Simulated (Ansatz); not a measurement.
# BeBH₃ (singlet): wave-function methods side by side at distance B1–Be2 = 2.109 Å, cc-pVDZ

One table from this session's results is given with a row withheld; the runs are named, their logs left out.

Computed with Ansatz 0.2.0, Gaussian basis. Level: cc-pVDZ, core rule «outside noble gas», up to 2 orbitals frozen.

The runs, in order: UHF; CCSD(T) on RHF; BCCD(T) on RHF; CISD; CCSDT(Q) on RHF; CASSCF and MRCISD+Q, 2 electrons in 2 orbitals; CASSCF and NEVPT2, 2 electrons in 2 orbitals.

18 further runs of the same task are left out: 4 for a mislabelled method, 10 that didn't finish, 4 set aside as unsound or not needed.

### The geometry

The geometry derives from a PBE0/def2-TZVP stationary point (not a proven minimum). One bond is set to the value named and the two fragments are kept rigid.

5 atoms, charge 0, spin multiplicity 1.

Atoms are counted from 1 here; the program's logs count them from 0.

Bond lengths: B1–Be2 2.109 Å, B1–H3 1.202 Å, B1–H4 1.202 Å, Be2–H5 1.341 Å. Angles: Be2–B1–H3 123.4°, Be2–B1–H4 123.4°, H3–B1–H4 113.2°, B1–Be2–H5 180.0°.

Set-up of the first run:

in.yaml

```yaml
crystal:
  periodic: [false, false, false]
  atoms:
    - {symbol: B, position_ang: [0.000000, 0.000000, 0.925727]}
    - {symbol: Be, position_ang: [0.000000, 0.000000, -1.183273]}
    - {symbol: H, position_ang: [0.000000, 1.003181, 1.587583]}
    - {symbol: H, position_ang: [0.000000, -1.003180, 1.587583]}
    - {symbol: H, position_ang: [0.000000, 0.000000, -2.524502]}
basis:
  gaussian: {orbitals: cc-pVDZ}
magnetization: {spin_polarized: true, initial_magnetization: 0}
hamiltonian: {xc: hf}
output: {orbitals: {seedname: orbitals}}
```

Started as:

```sh
> ansatz run in.yaml --threads 1 --pin off --events-out ev --progress --plain --max-ram 2393MiB
```

Among the steps run: UHF; CCSD(T) on RHF; BCCD(T) on RHF; CISD; CCSDT(Q) on RHF; CASSCF and MRCISD+Q, 2 electrons in 2 orbitals; CASSCF and NEVPT2, 2 electrons in 2 orbitals.

One of the session's tables, all rows but one given; the rest of the session is left out.

| method | from RCCSDT(Q) (meV) |
| --- | --- |
| RHF | +4318.4 |
| RMP2 | +1004.0 |
| CISD | +331.6 |
| RCCSD | +96.9 |
| RCCSD(T) | +21.6 |
| BCCD(T) | +21.4 |
| RCCSDT | +2.8 |
| RCCSDT(Q) | 0 |
| CASSCF pair | +3958.5 |
| NEVPT2 pair | +1026.0 |
| MRCISD pair | +286.3 |
| MRCISD+Q pair | ? |

Estimate the missing values for MRCISD+Q pair.

As computed: from RCCSDT(Q) (meV): -11.7. In the column «from RCCSDT(Q) (meV)» it is the lowest.
